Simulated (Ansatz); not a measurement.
Below is the output of a Python script on the Ansatz DFT code, driven from Python that makes a band structure of NaLi3, space group I4/mmm. Write a script that gives it. Settings: PBEsol, PAW, the default cutoff (420 eV here), 7×7×7 k-points, Fermi-Dirac smearing of 0.1 eV.

```
Na Li
1.0
    -2.31583    2.31583    4.64816
     2.31583   -2.31583    4.64816
     2.31583    2.31583   -4.64816
Na Li
1 3
Direct
  0.00000 0.00000 0.00000
  0.75000 0.25000 0.50000
  0.25000 0.75000 0.50000
  0.50000 0.50000 0.00000
```

Running `python nali3_bands.py` prints:
```text
warnings raised: ['DeckWarning']
F of the NaLi3 cell: -2084.724748 eV = -153.224444 Ry = -76.612222 Ha
Fermi level 1.2305 eV, 40 k-points, 16 symmetry operations
zero of the bands: 1.230 eV, the Fermi level found on the SCF mesh
channel 0 - computed levels within 4 eV of the Fermi level
  G    -3.479   1.494   2.868   2.868   3.510   3.584   3.584   3.715
  X    -0.689  -0.406   0.100   0.251   2.043   2.206
  P    -0.413  -0.348  -0.150  -0.150   3.063   3.063   3.310   3.551
  N    -1.734  -1.536   0.933   1.468   3.257
  G    -3.479   1.494   2.868   2.868   3.510   3.584   3.584   3.715
```

One script that gives this output:

The script, `nali3_bands.py`:
```python
"""Bands of NaLi3 along a path through the zone."""

import warnings

import ansatz as az
import numpy as np

XC = "PBEsol"
FILLING = "fermi_dirac"
SIGMA = 0.1
EXTRA_BANDS = 8


def main() -> None:
    warnings.simplefilter("ignore", az.DeckWarning)

    vectors = np.array([
        [-2.315833, 2.315833, 4.648158],
        [2.315833, -2.315833, 4.648158],
        [2.315833, 2.315833, -4.648158],
    ])
    crystal = (
        az.Lattice.of(vectors)
        .atom("Na", (0.0, 0.0, 0.0))
        .atom("Li", (0.75, 0.25, 0.5))
        .atom("Li", (0.25, 0.75, 0.5))
        .atom("Li", (0.5, 0.5, 0.0))
    )

    # high-symmetry points in fractions of the reciprocal vectors
    path = [
        ("G", (0.0, 0.0, 0.0)),
        ("X", (0.0, 0.0, 0.5)),
        ("P", (0.25, 0.25, 0.25)),
        ("N", (0.0, 0.5, 0.0)),
        ("G", (0.0, 0.0, 0.0)),
    ]
    job = (
        crystal.calculation()
        .pseudopotentials("paw")
        .kpoints(7)
        .functional(XC)
        .occupations(FILLING, width=SIGMA)
        .band_structure([point for _, point in path], intervals=8)
        .scf(extra_bands=EXTRA_BANDS)
    )
    with warnings.catch_warnings(record=True) as caught:
        warnings.simplefilter("always")
        outcome = job.run(threads=1, backend="cpu")
    print("warnings raised:", sorted(w.category.__name__ for w in caught) or "none")
    summary = outcome.report

    energy = summary["free_energy_ev"]
    print("F of the NaLi3 cell: {:.6f} eV = {:.6f} Ry = {:.6f} Ha".format(energy, energy / 13.605693, energy / 27.211386))
    print("Fermi level {:.4f} eV, {} k-points, {} symmetry operations".format(summary["fermi_energy_ev"], summary["n_kpoints"], summary["n_symmetry_ops"]))

    bands = outcome.band_structure()
    fermi = bands.fermi_energy_ev
    print(f"zero of the bands: {fermi:.3f} eV, the Fermi level found on the SCF mesh")
    for spin, channel in enumerate(bands.channels):
        print("channel", spin, "- computed levels within 4 eV of the Fermi level")
        for i, (label, _) in enumerate(path):
            levels = channel.eigenvalues_ev[i * 8] - fermi
            print(f"  {label:3s}", " ".join(f"{e:7.3f}" for e in levels if abs(e) < 4))


if __name__ == "__main__":
    main()
```

Total energies depend on the potentials; only differences at equal settings carry meaning. A total without «per atom» is that of the cell as typed. The computed bands are complete only to about 5.9 eV above the Fermi level. For a metal this k-point mesh is coarse: on a finer one energies can move by several to tens of meV an atom and pressures by half a GPa or more, differences at one mesh by less. The zero of the levels is a convention of the potentials, so an absolute Fermi energy is no work function. The structure comes from a database of computed cells and needn't be a stable or known phase. Gaps and levels are Kohn-Sham values on a finite set of k-points. Hardware and time: 5 s on 1 thread of Arm Neoverse V1, on a shared host, peak memory 0.42 GiB.
